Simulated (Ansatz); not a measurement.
# Cl2GeH4OSi: a ladder of functionals and wavefunction methods

The task here is to estimate one member of a computed series from the others.

The runs use Ansatz 0.2.0, Gaussian basis; functionals in def2-TZVPP, the program's frozen cores in correlated methods.

The runs, in order: LDA (SPW92), PBE-D4, revPBE-D4, BLYP-D4, r2SCAN-D4, B97M-V, PBE0-D4, B3LYP-D4, r2SCANh-D4, r2SCAN0-D4, HSE06-D4, BHLYP-D4, CAM-B3LYP-D4, LC-ωPBE, ωB97X-V, ωB97M-V, B2PLYP, PBE-QIDH; CCSD(T)/def2-SVP; CCSD(T)/def2-TZVPP; MP2/def2-QZVPP; extrapolation to the limit; RPA on PBE.

### Structure used throughout

The geometry comes from an earlier relaxation with PBE0-D4 in a triple-zeta def2 set; it is a stationary point, not always the lowest conformer.

SMILES `[OH][Ge]([SiH3])([Cl])[Cl]`, 9 atoms, charge 0, spin multiplicity 1.

Atoms are counted from 1 here; the program's logs count them from 0.

Bond lengths: O1–Ge2 1.761 Å, O1–H6 0.962 Å, Ge2–Si3 2.379 Å, Ge2–Cl4 2.155 Å, Ge2–Cl5 2.155 Å, Si3–H7 1.481 Å, Si3–H8 1.482 Å, Si3–H9 1.482 Å. Angles: Ge2–O1–H6 113.4°, O1–Ge2–Si3 110.4°, O1–Ge2–Cl4 108.2°, O1–Ge2–Cl5 108.2°, Si3–Ge2–Cl4 112.2°, Si3–Ge2–Cl5 112.2°, Cl4–Ge2–Cl5 105.4°, Ge2–Si3–H7 106.8°, Ge2–Si3–H8 108.1°, Ge2–Si3–H9 108.1°, H7–Si3–H8 111.2°, H7–Si3–H9 111.2°, H8–Si3–H9 111.4°.

Set-up of the first run:

in.yaml reads:

```yaml
crystal:
  periodic: [false, false, false]
  atoms:
    - {symbol: O, position_ang: [-1.711321, 1.084712, 0.272872]}
    - {symbol: Ge, position_ang: [-0.331067, 0.411072, -0.588079]}
    - {symbol: Si, position_ang: [0.977742, -0.939491, 0.868525]}
    - {symbol: Cl, position_ang: [-1.068705, -0.697757, -2.282169]}
    - {symbol: Cl, position_ang: [0.803604, 2.041614, -1.423301]}
    - {symbol: H, position_ang: [-2.270486, 1.640887, -0.277611]}
    - {symbol: H, position_ang: [2.107889, -1.462574, 0.066298]}
    - {symbol: H, position_ang: [0.121067, -2.040503, 1.368032]}
    - {symbol: H, position_ang: [1.459775, -0.084158, 1.978334]}
basis:
  gaussian: {orbitals: def2-TZVPP}
hamiltonian: {xc: lda}
output: {orbitals: {seedname: orbitals}}
```

Run with:

```bash
$ ansatz run in.yaml --threads 4 --pin off --events-out ev --progress --plain --max-ram 10444MiB
```

Among the steps run: LDA; PBE-D4 (GGA); revPBE-D4 (GGA); BLYP-D4 (GGA); r2SCAN-D4 (meta-GGA); B97M-V (meta-GGA); PBE0-D4 (hybrid); B3LYP-D4 (hybrid); r2SCANh-D4 (hybrid); r2SCAN0-D4 (hybrid); HSE06-D4 (hybrid); BHLYP-D4 (hybrid); CAM-B3LYP-D4 (range-separated); LC-ωPBE (range-separated); ωB97X-V (range-separated); ωB97M-V (range-separated); B2PLYP (double hybrid); PBE-QIDH (double hybrid).

One of the session's tables, all rows but one given; the rest of the session is left out.

It belongs to the step «Orbital energies across the functionals». 

| functional | HOMO (eV) | gap (eV) |
| --- | --- | --- |
| LDA (SPW92) | -7.59 | 5.41 |
| PBE-D4 | -7.45 | 5.56 |
| revPBE-D4 | -7.40 | 5.61 |
| BLYP-D4 | -7.30 | 5.49 |
| r2SCAN-D4 | -7.78 | 6.17 |
| B97M-V | -7.90 | 6.28 |
| PBE0-D4 | -8.70 | 7.73 |
| B3LYP-D4 | -8.46 | 7.22 |
| r2SCANh-D4 | -8.23 | 6.94 |
| r2SCAN0-D4 | -8.90 | 8.09 |
| HSE06-D4 | -8.30 | 6.97 |
| BHLYP-D4 | ? | ? |
| CAM-B3LYP-D4 | -9.97 | 10.02 |
| LC-ωPBE | -11.30 | 12.52 |
| ωB97X-V | -10.96 | 12.11 |
| ωB97M-V | -10.75 | 11.66 |

Q: Estimate the row for BHLYP-D4 from the others.

Worked estimate for «HOMO (eV)». Against the share of exact exchange, BLYP-D4 (0, -7.30), B3LYP-D4 (0.2, -8.46) give a slope of -5.80 per unit share; at 0.5 the line stands at -10.20.

The run gave: HOMO (eV): -9.79; gap (eV): 9.82. In «HOMO (eV)» the line misses by -0.41.
